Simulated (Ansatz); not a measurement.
Na3BrO, space group Pm-3m, a scan of one input key

Computed with the Python package of Ansatz (0.2.0).

At the Python prompt:
```pycon
>>> import ansatz as az
>>> from ase import Atoms
>>> atoms = Atoms(
...     ["Na", "Na", "Na", "Br", "O"],
...     scaled_positions=[
...         (0.0, 0.5, 0.5),
...         (0.5, 0.0, 0.5),
...         (0.5, 0.5, 0.0),
...         (0.0, 0.0, 0.0),
...         (0.5, 0.5, 0.5),
...     ],
...     cell=[
...         (4.53313, 0.0, 0.0),
...         (0.0, 4.53313, 0.0),
...         (0.0, 0.0, 4.53313),
...     ],
...     pbc=True,
... )
>>> crystal = az.Crystal.from_ase(atoms)
>>> job = (
...     crystal.calculation()
...     .kpoints(4)
...     .occupations("Fixed")
...     .basis(420)
...     .functional("pbesol")
...     .band_table()
... )
>>> typed = job.input()
>>> rows = []
>>> for value in [0.0001, 1e-06, 1e-08]:
...     edited = typed.set(az.key.scf.convergence.dr2_threshold, value)
...     report = az.Session.from_dict(edited).plan().execute().report
...     rows.append((value, report["free_energy_ev"], report["n_iterations"], len(report["eigenvalues_ev"][0]) if "eigenvalues_ev" in report else 0))
...
>>> for row in rows:
...     print("; ".join(f"{name} = {round(v, 4) if isinstance(v, float) else v}" for name, v in zip(["threshold eV", "F eV", "iterations", "bands listed"], row)))
...
threshold eV = 0.0001; F eV = -7729.298; iterations = 6; bands listed = 24
threshold eV = 0.0; F eV = -7729.298; iterations = 6; bands listed = 24
threshold eV = 0.0; F eV = -7729.298; iterations = 8; bands listed = 24
```

Notes:
- Absolute energies stand on the zero of these potentials, so only differences at equal settings mean something. A total without «per atom» is that of the whole cell that was run.
- This cell is a computed structure, which may not be the phase found in nature.
- Finished in 4.9 s on 1 thread of Arm Neoverse V1, on a shared host, peak memory 0.37 GiB.
